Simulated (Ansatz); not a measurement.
# FHf: the cost of one run

Computed with Ansatz 0.2.0 (CCSD(T) on unrestricted Hartree-Fock, Gaussian basis def2-QZVPP, and further levels as typed in the inputs, unless a step's input says otherwise).

## 1. Starting point

Bond lengths: Hf1–F2 1.850 Å.

As a file:

```xyz
2

Hf    0.0000    0.0000    0.0000
F     0.0000    0.0000    1.8500
```

## 2. Batch of points: FHf, charge +1

Input file input.yaml:

```yaml
total_charge: 1
basis:
  gaussian: { orbitals: def2-QZVPP.json }
hamiltonian:
  xc: hf
correlation:
  method: ccsd_t
batch:
  members: [s0.yaml, s1.yaml, s2.yaml, s3.yaml, s4.yaml, s5.yaml, s6.yaml, s7.yaml, s8.yaml, s9.yaml, s10.yaml]
# s1.yaml, one of 11 members:
crystal:
  periodic: [false, false, false]
  atoms:
    - { symbol: Hf, position_ang: [0.0, 0.0, 0.0] }
    - { symbol: F, position_ang: [0.0, 0.0, 1.64] }
```

**Question.** How long does this run take on 6 threads of Arm Neoverse V1, shared host, and how much memory does it need?

About 33 s, with a peak of 2.9 GiB.
